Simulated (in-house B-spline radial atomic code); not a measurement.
# Zr¹¹⁺: density, ELF and screening along the radius

Aim: the shell structure of Zr¹¹⁺ in the radial density, the electron localisation function and the screened nuclear charge, under several settings.

The numbers are computed with in-house B-spline radial atomic code version 1 (several methods, spin-polarised, as named in each step; spherical all-electron atom at the radial basis limit), except any that are marked as measured or tabulated.

## (1) The system

- element: zirconium (Z = 40)
- charge: +11
- electrons: 29
- configuration: [Ar] 3d10 4s1
- nucleus: point (non-relativistic runs) or finite (X2C runs)

The outer shells:

[Ar] 3d10 4s1
```
[Ar] core
3d [↑↓][↑↓][↑↓][↑↓][↑↓]
4s [↑ ]
```

Where spins are not typed, each open shell is filled with up spins first.

## (2) M06-2X, non-rel.

Settings, as recorded:

```ini
Z = 40
electrons = 29.0
configuration = [Ar] 3d10 4s1
hamiltonian = nr
method = m062x
spin_polarised = True
```

Started as:

```console
> python run_scf.py task.json out
```

The settings of every run stand in task.json; they run in order.

## (3) LDA (VWN5), X2C

Settings, as recorded:

```ini
Z = 40
electrons = 29.0
configuration = [Ar] 3d10 4s1
hamiltonian = x2c
method = lda,vwn
spin_polarised = True
nucleus = fermi
rms_radius = 4.2694
mass_number = 90
atomic_mass = 89.904698755
speed_of_light = 137.035999084
```

## (4) PBE, X2C

Settings: those of step 3 with these lines changed.

```diff
@@ -4,3 +4,3 @@
 hamiltonian = x2c
-method = lda,vwn
+method = pbe,pbe
 spin_polarised = True
```

## (5) Hartree-Fock, X2C

Settings: those of step 4 with these lines changed.

```diff
@@ -4,3 +4,3 @@
 hamiltonian = x2c
-method = pbe,pbe
+method = hf
 spin_polarised = True
```

## (6) LDA (PW92), X2C

Settings: those of step 5 with these lines changed.

```diff
@@ -4,3 +4,3 @@
 hamiltonian = x2c
-method = hf
+method = lda,pw
 spin_polarised = True
```

**Question.** How large is the system in each run, where do the shell borders lie, and what is the highest level?

The runs gave:

| run | total energy (hartree) | highest level (eV) | radius holding 50 / 90 / 99 % (bohr) | radius at n = 0.001 (bohr) | ELF minima on the full grid (bohr) |
| --- | --- | --- | --- | --- | --- |
| M06-2X, non-rel. | -3503.1121 | -227.25 | 0.325 / 0.684 / 1.28 | 2.02 | 0.058, 0.22, 1.0 |
| LDA (VWN5), X2C | -3555.4130 | -228.88 | 0.323 / 0.682 / 1.25 | 1.99 | 0.057, 0.21, 0.98 |
| PBE, X2C | -3559.5757 | -228.35 | 0.323 / 0.681 / 1.26 | 1.99 | 0.057, 0.21, 0.98 |
| Hartree-Fock, X2C | -3558.4204 | -235.25 | 0.323 / 0.679 / 1.26 | 2.00 | 0.058, 0.22, 0.99 |
| LDA (PW92), X2C | -3555.3994 | -228.87 | 0.323 / 0.682 / 1.25 | 1.99 | 0.057, 0.21, 0.98 |

In the first run ELF has 3 minima on the grid, which mark the borders between shells. On the record's full grid the screened charge (r times the electrostatic potential) falls from 39.9 near the nucleus to 11.00 at 3.8 bohr; far out it tends to the net charge, 11. The grid is coarse (about 21 % a step), so the places of minima are rough. For X2C runs ELF uses the non-relativistic kinetic energy density, and the fields carry no picture-change correction.
